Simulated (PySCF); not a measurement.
# Solver options tried on GeN

Do solver options change the result for GeN, or only the number of cycles?

The runs use PySCF 2.14.0; method and basis as typed in the scripts.

3 further runs of the same task are left out: 3 that didn't finish.

## 1. Where the work starts

GeN: 2 atoms, charge 0, spin multiplicity 2.

Bond lengths: Ge1–N2 1.633 Å.

## 2. Base script

Contents of input.py:

```python
from pyscf import gto, dft

mol = gto.M(
    atom='Ge 0 0 0; N 0 0 1.633',
    basis='crenbl',
    ecp={'Ge': 'crenbl', 'N': 'crenbl'},
    charge=0,
    spin=1,
    verbose=4,
)
mf = dft.UKS(mol, xc='revpbe')
mf.kernel()
mf.mulliken_pop()
mf.dip_moment()
print('orbital energies (hartree):', [e[max(0, n-3):n+3].round(4) for e, n in zip(mf.mo_energy, mol.nelec)])
```

Started as:

```bash
> OMP_NUM_THREADS=1 python input.py
```

Its log is not repeated here.

It gives: E(SCF) = -106.391905 Eh, 13 cycles, ⟨S²⟩ = 0.762, μ = 2.88 D.

The bond length is a typed value, not an optimised one.

## 3. Initial guess sap

Variant 1 changes initial guess: minao → sap.

Contents of input.py:

```python
from pyscf import gto, dft

mol = gto.M(
    atom='Ge 0 0 0; N 0 0 1.633',
    basis='crenbl',
    ecp={'Ge': 'crenbl', 'N': 'crenbl'},
    charge=0,
    spin=1,
    verbose=4,
)
mf = dft.UKS(mol, xc='revpbe')
mf.init_guess = 'sap'
mf.kernel()
mf.mulliken_pop()
mf.dip_moment()
print('orbital energies (hartree):', [e[max(0, n-3):n+3].round(4) for e, n in zip(mf.mo_energy, mol.nelec)])
```

Started as:

```bash
> OMP_NUM_THREADS=1 python input.py
```

## 4. DIIS space 12

Variant 2 changes DIIS space: default → 12.

Changes to input.py since step 2:

```diff
@@ -11,2 +11,3 @@
 mf = dft.UKS(mol, xc='revpbe')
+mf.diis_space = 12
 mf.kernel()
```

**Question.** What will these runs give? Wanted: for each run, E(SCF); from base; gap, α spin; SCF dipole.

The runs gave:

```csv
run,E(SCF) (hartree),from base (eV),cycles,"gap, α spin (eV)",SCF dipole (D)
base,-106.391905,0,13,4.63,2.88
initial guess sap,-106.391905,0.0000,28,4.63,2.88
DIIS space 12,-106.391905,0.0000,14,4.63,2.88
```

Distance from each run's final energy (log10 hartree) by cycle:

```csv
run,cycle 1,cycle 2,cycle 3,cycle 5,cycle 8,cycle 12
base,-0.6,0.5,-0.7,-2.5,-5.0,-9.1
initial guess sap,1.7,1.9,1.6,1.5,1.3,1.1
DIIS space 12,-0.6,0.5,-0.7,-2.5,-5.0,-8.6
```

In words: No change of the SCF energy comes from initial guess sap or DIIS space 12. The base needs 13 cycles and the run with initial guess sap needs 28.
